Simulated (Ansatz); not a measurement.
# CH10BNSi2: up Jacob's ladder to CCSD(T)

How much do the methods differ for CH10BNSi2? The plan is to run it at one geometry with functionals of several rungs and with coupled cluster. The yardstick is the atomisation energy at the CCSD(T) limit.

Computed with Ansatz 0.2.0, Gaussian basis. Level: functionals in def2-TZVPP, the program's frozen cores in correlated methods.

Plan: PBE-D4, r2SCAN-D4, PBE0-D4, B3LYP-D4, ωB97X-V, ωB97M-V, B2PLYP; CCSD(T)/def2-TZVPP; MP2/def2-QZVPP; extrapolation to the limit.

## Step 1: The relaxed structure

An earlier PBE0-D4 in a triple-zeta def2 set relaxation fixed the geometry.

SMILES `NB([SiH3])C[SiH3]`, 15 atoms, charge 0, spin multiplicity 1.

Atoms are counted from 1 here; the program's logs count them from 0.

Bond lengths: N1–B2 1.394 Å, N1–H6 1.006 Å, N1–H7 1.009 Å, B2–Si3 2.027 Å, B2–C4 1.569 Å, Si3–H8 1.493 Å, Si3–H9 1.494 Å, Si3–H10 1.491 Å, C4–Si5 1.879 Å, C4–H11 1.094 Å, C4–H12 1.097 Å, Si5–H13 1.487 Å, Si5–H14 1.489 Å, Si5–H15 1.489 Å. Angles: B2–N1–H6 123.5°, B2–N1–H7 123.2°, H6–N1–H7 113.3°, N1–B2–Si3 118.2°, N1–B2–C4 120.1°, Si3–B2–C4 121.6°, B2–Si3–H8 110.8°, B2–Si3–H9 112.1°, B2–Si3–H10 112.1°, H8–Si3–H9 107.3°, H8–Si3–H10 106.7°, H9–Si3–H10 107.5°, B2–C4–Si5 110.6°, B2–C4–H11 112.3°, B2–C4–H12 112.4°, Si5–C4–H11 106.7°, Si5–C4–H12 106.7°, H11–C4–H12 107.7° and more.

## Step 2: PBE-D4 (GGA)

File in.yaml:

```yaml
crystal:
  periodic: [false, false, false]
  atoms:
    - {symbol: N, position_ang: [-0.271034, -0.528611, 1.851313]}
    - {symbol: B, position_ang: [-0.510289, -0.160137, 0.528185]}
    - {symbol: Si, position_ang: [-1.530577, 1.556590, 0.181040]}
    - {symbol: C, position_ang: [0.037706, -1.043625, -0.646688]}
    - {symbol: Si, position_ang: [1.763956, -0.489713, -1.139811]}
    - {symbol: H, position_ang: [-0.567473, 0.018062, 2.641479]}
    - {symbol: H, position_ang: [0.225154, -1.367777, 2.109726]}
    - {symbol: H, position_ang: [-2.821966, 1.275478, -0.512572]}
    - {symbol: H, position_ang: [-1.853932, 2.284444, 1.444932]}
    - {symbol: H, position_ang: [-0.768816, 2.493563, -0.694082]}
    - {symbol: H, position_ang: [-0.583496, -0.973141, -1.544934]}
    - {symbol: H, position_ang: [0.112147, -2.103615, -0.374107]}
    - {symbol: H, position_ang: [1.782724, 0.957509, -1.481877]}
    - {symbol: H, position_ang: [2.252419, -1.255312, -2.319247]}
    - {symbol: H, position_ang: [2.711677, -0.714415, -0.013957]}
basis:
  gaussian: {orbitals: def2-TZVPP}
hamiltonian: {xc: pbe, dispersion: d4}
output: {forces: true, orbitals: {seedname: orbitals}}
```

Command:

```sh
$ ansatz run in.yaml --threads 4 --pin off --events-out ev --progress --plain --max-ram 10444MiB
```

Further steps of the session: r2SCAN-D4 (meta-GGA); PBE0-D4 (hybrid); B3LYP-D4 (hybrid); ωB97X-V (range-separated); ωB97M-V (range-separated); B2PLYP (double hybrid); CCSD(T) in def2-TZVPP; MP2 in def2-QZVPP.

Q: Predict the results of all the runs planned. Wanted: atomisation energy, CCSD(T)/CBS; farthest; mean size of error, hybrid; mean size of error, range-separated; gap, smallest and largest; T1 diagnostic; triples share of the correlation energy.

The runs gave:

| quantity | value |
| --- | --- |
| atomisation energy, CCSD(T)/CBS | 53.111 eV |
| functionals within 0.266 eV (0.5 %) | r2SCAN-D4, PBE0-D4 |
| farthest | B2PLYP (-0.507 eV) |
| mean size of error, hybrid | 0.164 eV |
| mean size of error, range-separated | 0.340 eV |
| gap, smallest and largest | 5.22 eV (PBE-D4), 11.79 eV (ωB97X-V) |
| T1 diagnostic | 0.0127 |
| triples share of the correlation energy | 3.7 % |

PBE-D4 misses by +0.348 eV. Double hybrids carry the basis error of their MP2 part in triple zeta, and no dispersion term here, so their miss is partly the set-up's. The reference freezes the cores and leaves out relativity and excitations past (T), so misses under about 0.266 eV can't be ranked. Hartree-Fock recovers 76 % of the binding; the rest is correlation. The gap grows from 5.2 to 11.8 eV across the functionals, mostly with the share of exact exchange.
